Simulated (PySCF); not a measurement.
# C₁₀H₇Br: excited states, first hyperpolarisability

What do calculations give for the excited states, first hyperpolarisability of C₁₀H₇Br (`Brc1ccc2cccccc1-2`)?

Programs: PySCF 2.14.0, with routines of our own; each step states its level. All values are computed. Atoms count from 0.

### 1 The system as given

18 atoms, charge 0, multiplicity 1; geometry from: GFN2-xTB.

### 2 Relaxing the molecule at PBE0-D3(BJ)/def2-SVP

Job settings and geometry (Å):

```
{"job": {"xc": "PBE0", "basis": "def2-SVP", "d3": "d3bj", "grid": 2, "kind": "geom"}, "charge": 0, "multiplicity": 1}
Br    -2.465138     2.881558    -0.561362
C     -1.887563     1.108934    -0.254549
C     -2.735034     0.012626    -0.112338
C     -1.958491    -1.119285     0.099145
C     -0.607166    -0.758000     0.094908
C      0.459973    -1.617333     0.273710
C      1.816115    -1.323220     0.282755
C      2.441774    -0.095324     0.115163
C      1.895574     1.161534    -0.107319
C      0.560637     1.519635    -0.220862
C     -0.552638     0.707487    -0.136596
H     -3.808431     0.047879    -0.160370
H     -2.330498    -2.116300     0.243955
H      0.192929    -2.657499     0.426809
H      2.476849    -2.166092     0.442882
H      3.524334    -0.122214     0.165388
H      2.607691     1.970755    -0.205725
H      0.360325     2.571177    -0.397250
```

On the command line:

```console
> OMP_NUM_THREADS=1 python excited_run.py task.json out
```

This one command runs all jobs of the session in turn.

Standard output:

```text
step   0  E = -2958.07369654  max force = 0.017249
step   1  E = -2958.07532783  max force = 0.002321
step   2  E = -2958.07534944  max force = 0.000478
step   3  E = -2958.07534820  max force = 0.000646
step   4  E = -2958.07535085  max force = 0.000154
optimisation converged
```

Run time: 2.5 min. Hardware: 1 thread of Arm Neoverse V1, shared host; peak memory 1 GiB.

Along the way:

| step | energy from step 0 (eV) | largest force component (eV/Å) |
| --- | --- | --- |
| 0 | 0.0000 | 0.8870 |
| 1 | -0.0444 | 0.1194 |
| 2 | -0.0450 | 0.0246 |
| 3 | -0.0449 | 0.0332 |
| 4 | -0.0450 | 0.0079 |

Close pairs (by a distance rule), those that changed most:

| bond | before (Å) | after (Å) | change (Å) |
| --- | --- | --- | --- |
| Br0–C1 | 1.889 | 1.871 | -0.019 |
| C3–H12 | 1.074 | 1.089 | +0.016 |
| C2–H11 | 1.075 | 1.090 | +0.015 |
| C1–C2 | 1.393 | 1.404 | +0.011 |
| C8–H16 | 1.082 | 1.093 | +0.011 |
| C7–H15 | 1.084 | 1.095 | +0.011 |
| C5–H13 | 1.085 | 1.096 | +0.011 |
| C9–H17 | 1.085 | 1.095 | +0.011 |

The next job starts from the end point, and lists it.

| at the end point | value |
| --- | --- |
| point group (found at 0.08 Å tolerance) | Cs |
| rotational constants (GHz, main isotopes) | 1.748, 0.502, 0.390 |
| dipole moment (D) | 2.45 |

### 3 Excited states: TDA CAM-B3LYP/aug-cc-pVDZ

Job settings and geometry (Å):

```
{"job": {"kind": "states", "xc": "CAM-B3LYP", "basis": "aug-cc-pVDZ", "tda": true, "soc": true, "nstates": 6, "ntriplets": 5, "nquad": 4}, "charge": 0, "multiplicity": 1}
Br    -2.096540     2.465230    -0.593050
C     -1.518513     0.711688    -0.291522
C     -2.366187    -0.398813    -0.149823
C     -1.587072    -1.541230     0.062942
C     -0.230757    -1.168853     0.058660
C      0.846910    -2.027724     0.238128
C      2.213722    -1.738331     0.247235
C      2.842188    -0.504648     0.077215
C      2.290882     0.760136    -0.145015
C      0.947006     1.114617    -0.255347
C     -0.178770     0.303269    -0.172610
H     -3.454301    -0.360160    -0.200043
H     -1.959116    -2.554807     0.208610
H      0.580027    -3.078742     0.393925
H      2.878252    -2.591452     0.409044
H      3.935646    -0.531248     0.125409
H      3.007491     1.579700    -0.245746
H      0.736973     2.175190    -0.431669
```

Method: TDA CAM-B3LYP/aug-cc-pVDZ excited states, vertical, gas phase, spin-orbit mean-field couplings.

Standard output:

```text
coarse grid: 76440 points
cycle   1  E = -2959.2624185696  dE =  1.405e+00  |g| = 3.087e-01  |ddm| = 6.773e+01
cycle   2  E = -2959.2807211309  dE = -1.830e-02  |g| = 2.484e-01  |ddm| = 6.748e+00
cycle   3  E = -2959.2947516936  dE = -1.403e-02  |g| = 7.903e-02  |ddm| = 2.595e+00
cycle   4  E = -2959.2962783189  dE = -1.527e-03  |g| = 3.030e-02  |ddm| = 1.089e+00
cycle   5  E = -2959.2965186844  dE = -2.404e-04  |g| = 7.781e-03  |ddm| = 4.401e-01
cycle   6  E = -2959.2965343966  dE = -1.571e-05  |g| = 2.921e-03  |ddm| = 8.349e-02
cycle   7  E = -2959.2965367487  dE = -2.352e-06  |g| = 1.052e-03  |ddm| = 2.642e-02
final grid: 162760 points
cycle   8  E = -2959.2965339838  dE =  2.341e-07  |g| = 1.555e-03  |ddm| = 6.994e-02
cycle   9  E = -2959.2965328262  dE =  1.158e-06  |g| = 2.525e-03  |ddm| = 2.491e-02
cycle  10  E = -2959.2965347246  dE = -1.898e-06  |g| = 1.758e-04  |ddm| = 1.553e-02
cycle  11  E = -2959.2965347362  dE = -1.155e-08  |g| = 5.101e-05  |ddm| = 1.550e-03
cycle  12  E = -2959.2965347432  dE = -7.033e-09  |g| = 4.386e-05  |ddm| = 8.374e-04
cycle  13  E = -2959.2965347464  dE = -3.244e-09  |g| = 1.502e-05  |ddm| = 7.092e-04
cycle  14  E = -2959.2965347469  dE = -4.516e-10  |g| = 7.326e-06  |ddm| = 2.297e-04
converged SCF energy = -2959.2965347469

Singlet excitations
state   eV       nm        f     d(h-e)  d(exc)  Lambda  PR(NTO)  |dmu|/D   mu/D   main configurations
  1   2.4006   516.5   0.01309   1.047   3.450   0.552   1.099    2.450    0.751   H->L 0.94
  2   3.7945   326.7   0.02551   1.091   3.569   0.804   1.973    2.480    1.104   H->L+1 0.58, H-1->L 0.40
  3   4.9179   252.1   0.09539   0.854   3.469   0.687   1.700    1.842    1.190   H-1->L+1 0.71, H-3->L 0.15
  4   4.9811   248.9   0.00463   1.572   5.226   0.209   1.027    5.685    2.957   H->L+2 0.79, H->L+4 0.10
  5   5.1570   240.4   0.00016   1.852   4.347   0.254   1.037                     H->L+5 0.35, H->L+7 0.20, H->L+3 0.18
  6   5.3674   231.0   1.52483   1.358   3.736   0.756   2.210                     H-1->L 0.49, H->L+1 0.34

Triplet excitations (Tamm-Dancoff)
state   eV     d(h-e)  d(exc)  Lambda  PR(NTO)   main configurations
  1   1.9216   0.898   3.432   0.544   1.010   H->L 0.98
  2   2.3942   0.628   3.261   0.793   1.673   H->L+1 0.71, H-1->L 0.23
  3   2.8328   0.727   3.382   0.801   1.626   H-1->L 0.72, H->L+1 0.25
  4   3.9271   0.691   3.405   0.722   1.078   H-1->L+1 0.94
  5   4.5565   0.181   3.009   0.614   1.176   H-3->L 0.56, H-4->L 0.34
S1 - T1 = 0.4791 eV

Spin-orbit couplings |<S|Hso|T>| (cm-1)
             T1       T2       T3       T4       T5
S0        0.209    0.251    0.339    0.210    1.113
S1        0.018    0.187    0.063    0.003    0.014
S2        0.152    0.015    0.004    0.178    0.036
S3        0.018    0.220    0.016    0.029    0.014
S4        2.421    7.590    4.498    1.801    1.134
S5        7.929   49.293   28.970   13.654    5.158
S6        0.057    0.021    0.020    0.074    0.061
T1 sublevels (cm-1): 0.000 0.002 0.003   radiative rates (1/s): 0.00489 0.0011 0.0427
```

It took 3.3 min on 1 thread of Arm Neoverse V1, shared host; peak memory 1.5 GiB.

In short:

| quantity | value |
| --- | --- |
| S1 less T1 | 0.48 eV |

### 4 Excited states: TDDFT CAM-B3LYP/aug-cc-pVDZ

Settings changed since step 3:

```diff
@@ -1,2 +1,2 @@
-{"job": {"kind": "states", "xc": "CAM-B3LYP", "basis": "aug-cc-pVDZ", "tda": true, "soc": true, "nstates": 6, "ntriplets": 5, "nquad": 4}, "charge": 0, "multiplicity": 1}
+{"job": {"kind": "states", "xc": "CAM-B3LYP", "basis": "aug-cc-pVDZ", "tpa": true, "nstates": 8, "nquad": 6, "ntriplets": 0}, "charge": 0, "multiplicity": 1}
 Br    -2.096540     2.465230    -0.593050
```

With the program's defaults for keys left out, this is: TDDFT CAM-B3LYP/aug-cc-pVDZ excited states, vertical, gas phase, two-photon moments by quadratic response.

Standard output:

```text
coarse grid: 76440 points
cycle   1  E = -2959.2624185696  dE =  1.405e+00  |g| = 3.087e-01  |ddm| = 6.773e+01
cycle   2  E = -2959.2807211309  dE = -1.830e-02  |g| = 2.484e-01  |ddm| = 6.748e+00
cycle   3  E = -2959.2947516936  dE = -1.403e-02  |g| = 7.903e-02  |ddm| = 2.595e+00
cycle   4  E = -2959.2962783189  dE = -1.527e-03  |g| = 3.030e-02  |ddm| = 1.089e+00
cycle   5  E = -2959.2965186844  dE = -2.404e-04  |g| = 7.781e-03  |ddm| = 4.401e-01
cycle   6  E = -2959.2965343966  dE = -1.571e-05  |g| = 2.921e-03  |ddm| = 8.349e-02
cycle   7  E = -2959.2965367487  dE = -2.352e-06  |g| = 1.052e-03  |ddm| = 2.642e-02
final grid: 162760 points
cycle   8  E = -2959.2965339838  dE =  2.341e-07  |g| = 1.555e-03  |ddm| = 6.994e-02
cycle   9  E = -2959.2965328262  dE =  1.158e-06  |g| = 2.525e-03  |ddm| = 2.491e-02
cycle  10  E = -2959.2965347246  dE = -1.898e-06  |g| = 1.758e-04  |ddm| = 1.553e-02
cycle  11  E = -2959.2965347362  dE = -1.155e-08  |g| = 5.101e-05  |ddm| = 1.550e-03
cycle  12  E = -2959.2965347432  dE = -7.033e-09  |g| = 4.386e-05  |ddm| = 8.374e-04
cycle  13  E = -2959.2965347464  dE = -3.244e-09  |g| = 1.502e-05  |ddm| = 7.092e-04
cycle  14  E = -2959.2965347469  dE = -4.516e-10  |g| = 7.326e-06  |ddm| = 2.297e-04
converged SCF energy = -2959.2965347469

Singlet excitations
state   eV       nm        f     d(h-e)  d(exc)  Lambda  PR(NTO)  |dmu|/D   mu/D   delta(TPA)   sigma/GM   main configurations
  1   2.2692   546.4   0.00761   0.971   3.422   0.556   1.163    2.494    0.763        2.93      0.006   H->L 0.97
  2   3.6444   340.2   0.02466   1.024   3.538   0.800   2.001    2.398    1.108       84.55      0.411   H->L+1 0.62, H-1->L 0.37
  3   4.7217   262.6   0.15677   0.766   3.432   0.699   1.497    1.915    1.192      188.81      1.542   H-1->L+1 0.76, H-3->L 0.09
  4   4.8488   255.7   0.92852   1.072   3.563   0.750   2.086    1.463    1.395     1014.94      8.742   H-1->L 0.54, H->L+1 0.33
  5   4.9786   249.0   0.00453   1.527   5.216   0.209   1.029    5.456    2.748       27.80      0.252   H->L+2 0.78, H->L+4 0.11
  6   5.1285   241.8   0.00025   1.816   4.327   0.255   1.041    6.485    9.222       46.50      0.448   H->L+5 0.35, H->L+7 0.21, H->L+3 0.16
  7   5.4380   228.0   0.00001   1.187   5.560   0.202   1.045                                            H->L+3 0.75, H->L+7 0.09
  8   5.4704   226.6   0.01291   0.779   5.540   0.216   1.037                                            H->L+4 0.73, H->L+2 0.10
```

Run time: 4.2 min. Hardware: 1 thread of Arm Neoverse V1, shared host; peak memory 1.5 GiB.

### 5 First hyperpolarisability: quadratic response CAM-B3LYP/aug-cc-pVDZ

Settings changed since step 4:

```diff
@@ -1,2 +1,2 @@
-{"job": {"kind": "states", "xc": "CAM-B3LYP", "basis": "aug-cc-pVDZ", "tpa": true, "nstates": 8, "nquad": 6, "ntriplets": 0}, "charge": 0, "multiplicity": 1}
+{"job": {"kind": "beta", "xc": "CAM-B3LYP", "basis": "aug-cc-pVDZ"}, "charge": 0, "multiplicity": 1}
 Br    -2.096540     2.465230    -0.593050
```

Method: quadratic response CAM-B3LYP/aug-cc-pVDZ first hyperpolarisability, Taylor convention, gas phase.

Standard output:

```text
coarse grid: 76440 points
cycle   1  E = -2959.2624185696  dE =  1.405e+00  |g| = 3.087e-01  |ddm| = 6.773e+01
cycle   2  E = -2959.2807211309  dE = -1.830e-02  |g| = 2.484e-01  |ddm| = 6.748e+00
cycle   3  E = -2959.2947516936  dE = -1.403e-02  |g| = 7.903e-02  |ddm| = 2.595e+00
cycle   4  E = -2959.2962783189  dE = -1.527e-03  |g| = 3.030e-02  |ddm| = 1.089e+00
cycle   5  E = -2959.2965186844  dE = -2.404e-04  |g| = 7.781e-03  |ddm| = 4.401e-01
cycle   6  E = -2959.2965343966  dE = -1.571e-05  |g| = 2.921e-03  |ddm| = 8.349e-02
cycle   7  E = -2959.2965367487  dE = -2.352e-06  |g| = 1.052e-03  |ddm| = 2.642e-02
final grid: 162760 points
cycle   8  E = -2959.2965339838  dE =  2.341e-07  |g| = 1.555e-03  |ddm| = 6.994e-02
cycle   9  E = -2959.2965328262  dE =  1.158e-06  |g| = 2.525e-03  |ddm| = 2.491e-02
cycle  10  E = -2959.2965347246  dE = -1.898e-06  |g| = 1.758e-04  |ddm| = 1.553e-02
cycle  11  E = -2959.2965347362  dE = -1.155e-08  |g| = 5.101e-05  |ddm| = 1.550e-03
cycle  12  E = -2959.2965347432  dE = -7.033e-09  |g| = 4.386e-05  |ddm| = 8.374e-04
cycle  13  E = -2959.2965347464  dE = -3.244e-09  |g| = 1.502e-05  |ddm| = 7.092e-04
cycle  14  E = -2959.2965347469  dE = -4.516e-10  |g| = 7.326e-06  |ddm| = 2.297e-04
converged SCF energy = -2959.2965347469

Lowest singlets (eV, f): 2.2692 0.0076  3.6444 0.0247  4.7217 0.1568

First hyperpolarisability (au)
process     nm      |vector|   parallel      HRS      DR
static         -      601.16     -340.0     249.56   4.956
shg       1907.0      680.51    -386.47     282.12   5.099
eope      1907.0      625.88    -354.36          -       -
eope      1064.0      687.32    -390.51          -       -
```

Wall time 3.1 min (1 thread of Arm Neoverse V1, shared host); peak memory 1.5 GiB.

Warnings kept with the result: second harmonic within 0.3 eV of the first excitation or beyond it: left out.

### 6 Summary of results

| quantity | value |
| --- | --- |
| point group | Cs |
| rotational constants (main isotopes) | 1.75, 0.50, 0.39 GHz |
| S1 less T1 (step 3, TDA CAM-B3LYP/aug-cc-pVDZ) | 0.48 eV |
| β vector (step 5, quadratic response CAM-B3LYP/aug-cc-pVDZ) | static 601, SHG 1907.0 nm 681 au |

What this shows: Relaxing lowered the energy by 0.045 eV in 4 steps; the close pair that moved most is Br0–C1, from 1.889 to 1.871 Å. Scalar relativity is left out for the heavy atoms. In step 3, the number of triplets below S1 is 2, and the largest singlet-triplet spin-orbit coupling is S5–T2, 49.29 cm⁻¹. Steps that list no spin-orbit terms leave them out, which matters at and beside the heavy atoms. β grows from 601 au (static) to 681 au for doubling at 1907.0 nm: normal dispersion, which grows as twice the photon energy moves toward the bright states.
